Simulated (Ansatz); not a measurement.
**Al₂BFH₄O: a ladder of functionals and wavefunction methods**

Aim: compute Al₂BFH₄O with functionals from several rungs and with coupled cluster, and see how far each lands from CCSD(T) at the basis-set limit for the atomisation energy.

Method: functionals in def2-TZVPP, the program's frozen cores in correlated methods; program: Ansatz 0.2.0, Gaussian basis.

Plan: LDA (SPW92), PBE-D4, revPBE-D4, BLYP-D4, r2SCAN-D4, B97M-V, PBE0-D4, B3LYP-D4, r2SCANh-D4, r2SCAN0-D4, HSE06-D4, BHLYP-D4, CAM-B3LYP-D4, LC-ωPBE, ωB97X-V, ωB97M-V, B2PLYP, PBE-QIDH; CCSD(T)/def2-SVP; CCSD(T)/def2-TZVPP; MP2/def2-QZVPP; extrapolation to the limit; RPA on PBE.

### 1 Structure used throughout

An earlier PBE0-D4 in a triple-zeta def2 set relaxation fixed the geometry.

SMILES `F[B]([AlH2])[O][AlH2]`, 9 atoms, charge 0, spin multiplicity 1.

Atoms are counted from 1 here; the program's logs count them from 0.

Bond lengths: F1–B2 1.348 Å, B2–Al3 2.154 Å, B2–O4 1.336 Å, Al3–H6 1.592 Å, Al3–H7 1.592 Å, O4–Al5 1.695 Å, Al5–H8 1.576 Å, Al5–H9 1.576 Å. Angles: F1–B2–Al3 119.5°, F1–B2–O4 117.0°, Al3–B2–O4 123.5°, B2–Al3–H6 121.3°, B2–Al3–H7 121.3°, H6–Al3–H7 117.4°, B2–O4–Al5 162.3°, O4–Al5–H8 117.1°, O4–Al5–H9 117.1°, H8–Al5–H9 125.7°.

Coordinates:

```mol
Al2BFH4O
  3D, bonds by distance, orders not assigned

  9  8  0  0  0  0  0  0  0  0999 V2000
   -1.4718   -0.8766    1.1929 F   0  0
   -0.3601   -0.3170    0.6762 B   0  0
    1.3390    0.0388    1.9511 Al  0  0
   -0.3824   -0.0113   -0.6244 O   0  0
   -0.8932    0.1849   -2.2290 Al  0  0
    1.5266    1.4256    2.7110 H   0  0
    2.4757   -1.0602    2.1410 H   0  0
   -1.5788    1.5537   -2.6022 H   0  0
   -0.5664   -0.9842   -3.2337 H   0  0
  1  2  8  0
  2  3  8  0
  2  4  8  0
  4  5  8  0
  3  6  8  0
  3  7  8  0
  5  8  8  0
  5  9  8  0
M  END
```

### 2 LDA

This LDA is Slater exchange with PW92 correlation.

in.yaml

```yaml
crystal:
  periodic: [false, false, false]
  atoms:
    - {symbol: F, position_ang: [-1.471801, -0.876554, 1.192923]}
    - {symbol: B, position_ang: [-0.360076, -0.316965, 0.676204]}
    - {symbol: Al, position_ang: [1.338982, 0.038754, 1.951095]}
    - {symbol: O, position_ang: [-0.382361, -0.011267, -0.624410]}
    - {symbol: Al, position_ang: [-0.893179, 0.184898, -2.228976]}
    - {symbol: H, position_ang: [1.526578, 1.425588, 2.710956]}
    - {symbol: H, position_ang: [2.475675, -1.060153, 2.140999]}
    - {symbol: H, position_ang: [-1.578837, 1.553686, -2.602198]}
    - {symbol: H, position_ang: [-0.566383, -0.984187, -3.233693]}
basis:
  gaussian: {orbitals: def2-TZVPP}
hamiltonian: {xc: lda}
output: {orbitals: {seedname: orbitals}}
```

Command:

```
ansatz run in.yaml --threads 2 --pin off --events-out ev --progress --plain --max-ram 4352MiB
```

After this run come: PBE-D4 (GGA); revPBE-D4 (GGA); BLYP-D4 (GGA); r2SCAN-D4 (meta-GGA); B97M-V (meta-GGA); B3LYP-D4 (hybrid); r2SCANh-D4 (hybrid); r2SCAN0-D4 (hybrid); HSE06-D4 (hybrid); BHLYP-D4 (hybrid); CAM-B3LYP-D4 (range-separated); LC-ωPBE (range-separated); ωB97X-V (range-separated); ωB97M-V (range-separated); B2PLYP (double hybrid); PBE-QIDH (double hybrid); CCSD(T) in def2-SVP; CCSD(T) in def2-TZVPP; MP2 in def2-QZVPP; RPA on PBE orbitals.

Q: Predict the results of all the runs planned. Wanted: atomisation energy, CCSD(T)/CBS; farthest beyond LDA; mean size of error, GGA; mean size of error, meta-GGA; mean size of error, hybrid; mean size of error, range-separated; mean size of error, double hybrid; gap, smallest and largest; T1 diagnostic.

The runs gave:

| quantity | value |
| --- | --- |
| atomisation energy, CCSD(T)/CBS | 727.2 kcal/mol |
| functionals within 3.6 kcal/mol (0.5 %) | PBE-D4, r2SCAN-D4, B3LYP-D4, r2SCANh-D4, LC-ωPBE, ωB97X-V, ωB97M-V |
| farthest beyond LDA | BHLYP-D4 (-20.2 kcal/mol) |
| mean size of error, GGA | 7.4 kcal/mol |
| mean size of error, meta-GGA | 7.8 kcal/mol |
| mean size of error, hybrid | 9.5 kcal/mol |
| mean size of error, range-separated | 2.7 kcal/mol |
| mean size of error, double hybrid | 8.8 kcal/mol |
| gap, smallest and largest | 3.63 eV (LDA (SPW92)), 10.46 eV (LC-ωPBE) |
| T1 diagnostic | 0.0140 |
| triples share of the correlation energy | 3.1 % |

The LDA atomisation energy is off by 90.1 kcal/mol (12 %): it overbinds. PBE-D4 is off by +1.1 kcal/mol. Double hybrids carry the basis error of their MP2 part in triple zeta, and no dispersion term here, so their miss is partly the set-up's. By mean error the best rung here is range-separated (2.7 kcal/mol) and the worst beyond LDA is hybrid (9.5 kcal/mol). The mean of the hybrids holds BHLYP, with half exact exchange. The reference freezes the cores and leaves out relativity and excitations past (T), so misses under about 3.6 kcal/mol can't be ranked. Hartree-Fock recovers 76 % of the binding; the rest is correlation. CCSD(T) in def2-SVP is off by -37.5 kcal/mol, more than most functionals: a good method in a small basis is no reference. The gap grows from 3.6 to 10.5 eV across the functionals, mostly with the share of exact exchange.
